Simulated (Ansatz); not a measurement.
# SnNH6+ (SMILES [NH3+][SnH3]): functionals against CCSD(T) at one geometry

The task here is to estimate one member of a computed series from the others.

Computed with Ansatz 0.2.0, Gaussian basis. Level: single points in def2-TZVPP.

Cores are frozen in the correlated methods. Filled d shells of the heavier atoms are correlated. Core potentials replace the inner electrons past krypton, and spin-orbit coupling is left out.

## The system as given

SMILES `[NH3+][SnH3]`, 8 atoms, charge 1, spin multiplicity 1.

Atoms are counted from 1 here; the program's logs count them from 0.

Bond lengths: N1–Sn2 2.398 Å, N1–H3 1.173 Å, N1–H4 0.964 Å, N1–H5 0.981 Å, Sn2–H6 1.585 Å, Sn2–H7 1.795 Å, Sn2–H8 1.739 Å. Angles: Sn2–N1–H3 98.7°, Sn2–N1–H4 100.1°, Sn2–N1–H5 103.0°, H3–N1–H4 123.1°, H3–N1–H5 104.9°, H4–N1–H5 122.0°, N1–Sn2–H6 96.7°, N1–Sn2–H7 101.2°, N1–Sn2–H8 102.3°, H6–Sn2–H7 113.2°, H6–Sn2–H8 114.7°, H7–Sn2–H8 123.0°.

As a file:

```xyz
8

N    -0.62170    0.25250   -1.06900
Sn    0.59380   -0.20970    0.94590
H     0.25100    0.10660   -1.83980
H    -1.35050   -0.37170   -0.97460
H    -0.75950    1.22290   -1.02500
H    -0.55460    0.21080    1.95450
H     0.80920   -1.98690    0.82140
H     1.91740    0.91360    0.84460
```

Set-up of the first run:

Contents of run/in.yaml:

```yaml
crystal:
  periodic: [false, false, false]
  atoms:
    - {symbol: N, position_ang: [-0.621700, 0.252500, -1.069000]}
    - {symbol: Sn, position_ang: [0.593800, -0.209700, 0.945900]}
    - {symbol: H, position_ang: [0.251000, 0.106600, -1.839800]}
    - {symbol: H, position_ang: [-1.350500, -0.371700, -0.974600]}
    - {symbol: H, position_ang: [-0.759500, 1.222900, -1.025000]}
    - {symbol: H, position_ang: [-0.554600, 0.210800, 1.954500]}
    - {symbol: H, position_ang: [0.809200, -1.986900, 0.821400]}
    - {symbol: H, position_ang: [1.917400, 0.913600, 0.844600]}
basis:
  gaussian: {orbitals: def2-TZVPP}
total_charge: 1
correlation: {method: ccsd_t}
output: {forces: true}
```

No record of the launch command was kept for these runs.

Steps of the session up to this table: CCSD(T)/def2-TZVPP; PBE0-D4/def2-TZVPP; wB97M-V/def2-TZVPP; r2SCAN-D4/def2-TZVPP; PBE-D4/def2-TZVPP; SPW92/def2-TZVPP; HSE06-D4/def2-TZVPP.

One table of the session follows, with a row left open; its other results are not shown here.

| method | RMS force component (eV/Å) | angle to CCSD(T) forces (°) |
| --- | --- | --- |
| CCSD(T) | 2.042 | reference |
| PBE0-D4 | 2.047 | 2.3 |
| wB97M-V | ? | ? |
| r2SCAN-D4 | 2.018 | 2.2 |
| PBE-D4 | 2.004 | 5.3 |
| SPW92 | 2.032 | 5.5 |
| HSE06-D4 | 2.047 | 2.3 |

**Question.** Estimate the row for wB97M-V.

**Answer.** RMS force component (eV/Å): 2.042; angle to CCSD(T) forces (°): 1.3.
